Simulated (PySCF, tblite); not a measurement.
# C2H12O2SSi3: geometry, infrared bands and NMR shifts

Aim: predict the infrared bands and NMR shifts of C2H12O2SSi3 (`CCO[Si@H](O)[SiH2][SiH2]S`).

Computed with tblite 0.8.0 and PySCF 2.14.0, with density-fitted response routines of our own, on a single molecule in the gas phase. Atoms are numbered from 0 throughout.

## 1. The molecule as given

20 atoms, charge 0, multiplicity 1; geometry from: force field or distance geometry start.

Bonds of the start (Å): C0–C1 1.53, C1–O2 1.38, O2–Si3 1.71, Si3–O4 1.69, Si3–Si5 2.22, Si5–Si6 2.22, Si6–S7 2.13, C0–H8 1.11, C0–H9 1.11, C0–H10 1.10, C1–H11 1.11, C1–H12 1.11, Si3–H13 1.50, O4–H14 1.01, Si5–H15 1.47, Si5–H16 1.48, Si6–H17 1.47, Si6–H18 1.46, S7–H19 1.39.

## 2. Optimising the geometry with GFN2-xTB

The job: settings as JSON, then the geometry in Å.

```
{"job": {"kind": "relax", "xc": "GFN2-xTB", "basis": "xTB"}, "charge": 0, "multiplicity": 1}
C      3.811700    -0.181000    -0.090100
C      2.394200    -0.653000    -0.438900
O      1.459900    -0.268200     0.506700
Si    -0.120300    -0.785500     0.127700
O     -0.412200    -0.835000    -1.537100
Si    -1.567400     0.458100     1.260600
Si    -3.448200     0.844400     0.149100
S     -4.251100    -0.910900    -0.748600
H      4.300000    -0.994100     0.482600
H      4.360700    -0.010700    -1.034300
H      3.816400     0.788800     0.439000
H      2.388100    -1.739400    -0.651300
H      2.137400    -0.146900    -1.391100
H     -0.262600    -2.181000     0.647100
H      0.163900    -0.167900    -2.026400
H     -1.838900    -0.194100     2.547400
H     -0.924200     1.778700     1.453100
H     -4.430400     1.427700     1.073000
H     -3.143500     1.820400    -0.889900
H     -4.438600    -1.981600     0.118300
```

Run with:

```console
OMP_NUM_THREADS=1 python probes_run.py task.json out
```

One launch serves the whole session: the jobs run in the order shown.

**Question.** This job is followed by: GFN2-xTB harmonic vibrations, gas phase; GIAO PBE0/pcSseg-1 NMR shielding, non-relativistic, gas phase. Predict these results of the whole session: strongest single infrared mode (GFN2-xTB); zero-point energy (GFN2-xTB); 13C shifts against TMS (PBE0/pcSseg-1); 1H shifts against TMS (PBE0/pcSseg-1, means over atoms taken as alike); 17O shifts against H2O (PBE0/pcSseg-1); 29Si shifts against TMS (PBE0/pcSseg-1); 33S shifts against CS2 (PBE0/pcSseg-1).

**Answer**, as computed:

| quantity | value |
| --- | --- |
| strongest single infrared mode (GFN2-xTB) | 606 cm⁻¹, 687 km/mol |
| zero-point energy (GFN2-xTB) | 83.9 kcal/mol |
| 13C shifts against TMS (PBE0/pcSseg-1) | 62.0, 20.5 ppm |
| 1H shifts against TMS (PBE0/pcSseg-1, means over atoms taken as alike) | 5.78, 5.05, 4.74, 4.43, 3.95, 3.66, 3.42, 3.23, 1.38, -0.43 ppm |
| 17O shifts against H2O (PBE0/pcSseg-1) | 68.0, 67.5 ppm |
| 29Si shifts against TMS (PBE0/pcSseg-1) | -20.2, -56.9, -128.6 ppm |
| 33S shifts against CS2 (PBE0/pcSseg-1) | -261 ppm |

What this shows: The optimisation took 256 steps and gained 1.225 eV; among the close pairs (by a distance rule), Si5–Si6 changed most, from 2.219 to 2.329 Å. No mode is imaginary among the 54: a minimum at this level. The strongest single mode, at 606 cm⁻¹, has its largest shares on H15, H17, H16 and H13 (the list is cut at 4 atoms). Unscaled tight-binding wavenumbers are off by several per cent, some by more. Its intensities can rank the bands wrongly. The most deshielded carbon is C1 (sp3 CH2 bonded to O), at 62.0 ppm: deshielded by the electronegative neighbour. At PBE0/pcSseg-1: The largest span, 235 ppm, is at S7, where the paramagnetic term is -294 ppm.
